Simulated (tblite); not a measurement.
# C6H12Si: the cost of one run

Programs: PySCF 2.14.0 with density-fitted response routines of our own, and tblite 0.8.0. All values are computed, except where a source is named. Atoms count from 0 throughout.

## Step 1: The starting structure

19 atoms, charge 0, multiplicity 1; geometry from: MMFF94s geometry.

Bonds of the start (Å): C1–C2 1.50, C1–C6 1.55, C1–H10 1.09, C2–C3 1.35, C2–H11 1.09, C3–C4 1.51, C3–H12 1.08, C4–C5 1.52, C4–H13 1.09, C4–H14 1.10, C5–C6 1.53, C5–H15 1.10, C5–H16 1.11, C6–H17 1.10, C6–H18 1.09, Si0–C1 1.93, Si0–H7 1.49, Si0–H8 1.49, Si0–H9 1.48.

## Step 2: GFN2-xTB relaxation, conformer 1

The job: settings as JSON, then the geometry in Å.

```
{"job": {"xc": "GFN2-xTB", "basis": "xTB", "kind": "relax"}, "charge": 0, "multiplicity": 1}
Si     2.339100     0.403600     0.557000
C      0.896600     0.011300    -0.663100
C     -0.001400     1.193400    -0.874700
C     -1.305000     1.226500    -0.531200
C     -1.994900     0.080000     0.178000
C     -1.031700    -0.973000     0.709200
C      0.100400    -1.260200    -0.285500
H      3.098400     1.592000     0.075300
H      1.805500     0.684100     1.919300
H      3.249600    -0.757000     0.639400
H      1.398300    -0.204400    -1.610200
H      0.407200     2.062300    -1.381400
H     -1.910500     2.098900    -0.735600
H     -2.593400     0.470200     0.995500
H     -2.690100    -0.375600    -0.538100
H     -1.580000    -1.893200     0.944000
H     -0.601700    -0.624400     1.666300
H      0.753100    -2.052500     0.118700
H     -0.349400    -1.672700    -1.190200
```

The run is started by

```
$ OMP_NUM_THREADS=1 python ens_run.py task.json out
```

One launch serves the whole session.

**Question.** How long does this first job take on 1 thread of Intel Xeon at 2.50GHz, shared host?

About 2.4 s.
